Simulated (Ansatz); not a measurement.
# SiTi: the cost of one run

Program: Ansatz 0.2.0, Gaussian basis. Level of theory: def2-TZVPP, core rule «outside noble gas», up to 14 orbitals frozen. These are calculated values, not measurements.

The runs, in order: UHF; CCSD(T) on ROHF; CCSD(T) on UHF; CCSDT(Q) on ROHF; CCSDT(Q) on UHF.

18 further runs of the same task are left out: 12 for a known fault of the program, 6 set aside as unsound or not needed.

### 1 The geometry

The geometry is a PBE0/def2-TZVP stationary point (not a proven minimum).

2 atoms, charge 0, spin multiplicity 3.

Atoms are counted from 1 here; the program's logs count them from 0.

Bond lengths: Ti1–Si2 2.462 Å.

### 2 UHF

The input, in.yaml:

```yaml
crystal:
  periodic: [false, false, false]
  atoms:
    - {symbol: Ti, position_ang: [0.000000, 0.000000, 0.000000]}
    - {symbol: Si, position_ang: [0.000000, 0.000000, 2.461600]}
basis:
  gaussian: {orbitals: def2-TZVPP}
magnetization: {spin_polarized: true, initial_magnetization: 2}
hamiltonian: {xc: hf}
output: {orbitals: {seedname: orbitals}}
```

Launch:

```
ansatz run in.yaml --threads 1 --pin off --events-out ev --progress --plain --max-ram 4096MiB --backend cpu
```

**Question.** How long does this run take on 1 thread of AMD EPYC 7R13, shared host, and how much memory does it need?

About 79 s, with a peak of 0.29 GiB.
